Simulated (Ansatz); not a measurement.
# CH4Cl2O2Si: a ladder of functionals and wavefunction methods

How much do the methods differ for CH4Cl2O2Si? The plan is to run it at one geometry with functionals of several rungs and with coupled cluster. The yardstick is the atomisation energy at the CCSD(T) limit.

Program: Ansatz 0.2.0, Gaussian basis. Level of theory: functionals in def2-TZVPP, the program's frozen cores in correlated methods. These are calculated values, not measurements.

The runs, in order: PBE-D4, r2SCAN-D4, PBE0-D4, B3LYP-D4, ωB97X-V, ωB97M-V, B2PLYP; CCSD(T)/def2-TZVPP; MP2/def2-QZVPP; extrapolation to the limit.

## Step 1: The relaxed structure

The geometry comes from an earlier relaxation with PBE0-D4 in a triple-zeta def2 set; it is a stationary point, not always the lowest conformer.

SMILES `CO[Si](O)(Cl)Cl`, 10 atoms, charge 0, spin multiplicity 1.

Atoms are counted from 1 here; the program's logs count them from 0.

Bond lengths: C1–O2 1.414 Å, C1–H7 1.094 Å, C1–H8 1.090 Å, C1–H9 1.094 Å, O2–Si3 1.613 Å, Si3–O4 1.615 Å, Si3–Cl5 2.044 Å, Si3–Cl6 2.028 Å, O4–H10 0.959 Å. Angles: O2–C1–H7 110.8°, O2–C1–H8 107.7°, O2–C1–H9 111.0°, H7–C1–H8 109.0°, H7–C1–H9 109.2°, H8–C1–H9 109.1°, C1–O2–Si3 126.2°, O2–Si3–O4 109.9°, O2–Si3–Cl5 108.9°, O2–Si3–Cl6 111.5°, O4–Si3–Cl5 111.4°, O4–Si3–Cl6 107.0°, Cl5–Si3–Cl6 108.3°, Si3–O4–H10 117.9°.

## Step 2: PBE-D4 (GGA)

in.yaml

```yaml
crystal:
  periodic: [false, false, false]
  atoms:
    - {symbol: C, position_ang: [1.309668, -1.005587, 0.049061]}
    - {symbol: O, position_ang: [0.464562, -0.054085, -0.568249]}
    - {symbol: Si, position_ang: [-0.929238, 0.506753, 0.019473]}
    - {symbol: O, position_ang: [-1.546464, 1.607358, -0.988606]}
    - {symbol: Cl, position_ang: [-0.593334, 1.298279, 1.874360]}
    - {symbol: Cl, position_ang: [-2.307130, -0.970669, 0.198326]}
    - {symbol: H, position_ang: [0.799607, -1.966990, 0.156223]}
    - {symbol: H, position_ang: [2.183552, -1.136579, -0.588897]}
    - {symbol: H, position_ang: [1.634725, -0.660085, 1.034499]}
    - {symbol: H, position_ang: [-1.015956, 2.381605, -1.186180]}
basis:
  gaussian: {orbitals: def2-TZVPP}
hamiltonian: {xc: pbe, dispersion: d4}
output: {forces: true, orbitals: {seedname: orbitals}}
```

On the command line:

```
$ ansatz run in.yaml --threads 2 --pin off --events-out ev --progress --plain --max-ram 31744MiB --backend cuda --devices 0, --max-vram 18GiB
```

The runs that follow: r2SCAN-D4 (meta-GGA); PBE0-D4 (hybrid); B3LYP-D4 (hybrid); ωB97X-V (range-separated); ωB97M-V (range-separated); B2PLYP (double hybrid); CCSD(T) in def2-TZVPP; MP2 in def2-QZVPP.

Before running them: what should the planned runs give, taken together? Wanted: atomisation energy, CCSD(T)/CBS; farthest; mean size of error, hybrid; mean size of error, range-separated; gap, smallest and largest; T1 diagnostic; triples share of the correlation energy.

As calculated:

```
                               quantity                                 value
        atomisation energy, CCSD(T)/CBS                         3886.8 kJ/mol
 functionals within 19.4 kJ/mol (0.5 %)           r2SCAN-D4, ωB97X-V, ωB97M-V
                               farthest                 B2PLYP (-74.1 kJ/mol)
             mean size of error, hybrid                           39.7 kJ/mol
    mean size of error, range-separated                            4.8 kJ/mol
              gap, smallest and largest  6.75 eV (PBE-D4), 13.81 eV (ωB97X-V)
                          T1 diagnostic                                0.0103
triples share of the correlation energy                                 3.8 %
```

In words: PBE-D4 is off by +44.9 kJ/mol. Double hybrids carry the basis error of their MP2 part in triple zeta, and no dispersion term here, so their miss is partly the set-up's. Misses under about 19.4 kJ/mol are within the doubt on the reference itself, which lacks core-valence correlation, relativity and higher excitations. Hartree-Fock recovers 72 % of the binding; the rest is correlation. The gap grows from 6.7 to 13.8 eV across the functionals, mostly with the share of exact exchange.
